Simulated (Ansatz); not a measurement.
# Si3Ge2Pt: the cost of one run

Program: Ansatz 0.2.0. Level of theory: DFT PBE, scalar-relativistic, plane waves, PAW. These are calculated values, not measurements.

1 further run of the same task is left out (it didn't finish).

### Step 1. The starting structure

Symmetry: P6/mmm, No. 191, hexagonal system. The conventional cell has a = 5.292 Å, b = 5.292 Å, c = 4.123 Å, α = 90.00°, β = 90.00°, γ = 120.00°. Si (site symmetry mmm) is surrounded by 4 Ge at 2.57 Å and 4 Si at 2.65 Å and 4 Pt at 3.35 Å. Ge (site symmetry -6m2) is surrounded by 6 Si at 2.57 Å. Pt (site symmetry 6/mmm) has 6 Ge at 3.06 Å and 12 Si at 3.35 Å as nearest neighbours.

As a file:

```
Si Ge Pt
1.0
     5.29203    0.00000    0.00000
    -2.64602    4.58303    0.00000
     0.00000    0.00000    4.12305
Si Ge Pt
3 2 1
Direct
  0.50000 0.00000 0.50000
  0.00000 0.50000 0.50000
  0.50000 0.50000 0.50000
  0.33333 0.66667 0.00000
  0.66667 0.33333 0.00000
  0.00000 0.00000 0.00000
```

A structure generator made this guess: species swapped into a database cell of LaCu2Ni3 (P6/mmm, No. 191), with Pt on the La sites, Ge on the Cu sites and Si on the Ni sites. Its size is a rough estimate.

### Step 2. A first look at the guess

The input, input.yaml:

```yaml
crystal:
  lattice:
    - [5.29203193, 0.0, 0.0]
    - [-2.64601597, 4.58303409, 0.0]
    - [0.0, 0.0, 4.12305026]
  atoms:
    - { symbol: Si, position: [0.5, 0.0, 0.5] }
    - { symbol: Si, position: [0.0, 0.5, 0.5] }
    - { symbol: Si, position: [0.5, 0.5, 0.5] }
    - { symbol: Ge, position: [0.33333333, 0.66666667, 0.0] }
    - { symbol: Ge, position: [0.66666667, 0.33333333, 0.0] }
    - { symbol: Pt, position: [0.0, 0.0, 0.0] }
basis:
  ecutwfc: 420
kpoints:
  mp_grid: { grid: [6, 6, 4] }
hamiltonian:
  xc: pbe
scf:
  occupations: { method: gaussian, width: 0.1 }
  lower_state_search: "off"
output:
  forces: true
  stress: true
  eigenvalues: true
```

The run is started by

```bash
> ansatz run input.yaml --threads 1 --pin off --max-ram 2560MiB --backend cpu --events-out ev --progress --plain --runs-dir out
```

Q: Estimate wall time and peak memory on 1 thread of Intel Xeon 6975P-C (Granite Rapids), shared host.

About 2.3 s, with a peak of 0.45 GiB.
